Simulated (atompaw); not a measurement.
# Pseudopotential generation for silicon: PAW (atompaw), PBE

Aim: build the potential from the settings below, then test how well it stands in for the atom: scattering, ghost states and the plane-wave cutoff that it needs.

Method: atompaw 4.2.0.5, PBE, non-relativistic.

**1. Starting point**

Typed settings, in words:

```
element                 : silicon (Si, Z = 14)
type                    : PAW
frozen core             : [Ne]
valence charge          : 4
reference configuration : 3s1.5 3p2.5
partial waves           : 3s (bound): rc 1.80 bohr; 3s channel at 2.4 Ry: rc 1.65 bohr; 3p (bound): rc 1.80 bohr; 3p channel at 0.6 Ry: rc 1.80 bohr
local potential         : troulliermartins scheme with l = 2 at 0.5 Ry, radius 1.30 bohr
core correction         : smooth core density matched at 1.65 bohr
augmentation charge     : gaussian compensation charge, radius 1.45 bohr; PAW radius 1.80 bohr; waves and projectors: custom rrkj gramschmidtortho
```

An earlier all-electron run gives the scale for the radii.

All-electron outer shells of the reference configuration (PBE, non-relativistic, ld1.x):

```csv
shell,level (eV),outermost node (bohr),outermost maximum (bohr)
2s,-139.68,0.15,0.45
2p,-96.42,–,0.39
3s,-11.15,0.72,1.80
3p,-4.39,0.72,2.14
```

**2. The generation run**

Si.input reads:

```
Si 14
GGA-PBE loggrid 1500 logderivrange -3 5 201
3 3 0 0 0 0
3 0 1.5
3 1 2.5
0 0 0
c
c
v
c
v
1
1.80 1.45 1.30 1.65
y
2.4
n
y
0.6
n
custom rrkj gramschmidtortho gaussian
2 0.5 troulliermartins
1.80
1.65
1.80
1.80
PWSCFOUT
UPFDX 0.0125d0 UPFXMIN -7.d0 UPFZMESH 14.d0
END
```

Run with:

```
atompaw < Si.input > Si.log
```

What does the calculation give? Wanted: cutoffs for 10 and 1 mRy, occupied levels; bound ghosts; largest phase difference near zero energy, channels read; lowest eigenvalue of the overlap; share of valence orbitals outside the PAW sphere; UPF file.

**Answer**, as computed:

| quantity | value |
| --- | --- |
| cutoffs for 10 and 1 mRy, occupied levels | 8 Ry and 12 Ry |
| bound ghosts | none found |
| largest phase difference near zero energy, channels read | 0.000 rad |
| lowest eigenvalue of the overlap (Bessel basis) | 0.697 (p) |
| share of valence orbitals outside the PAW sphere | 3s 62 %, 3p 78 % |
| UPF file | not written |

What this shows: By its cutoff, 8 Ry for the looser tolerance, it is soft on the atom at that tolerance. The slowest occupied level is 3s: taken alone it needs 10 Ry to come within 1 mRy, against 8 Ry for 3p. No bound ghost shows below the valence levels. Near zero energy the phases of the channels with partial waves agree within 0.001 rad. The pseudo core plus compensation charge is negative at some radii, so no UPF file was written. These are tests on the free atom; a crystal test is still owed.
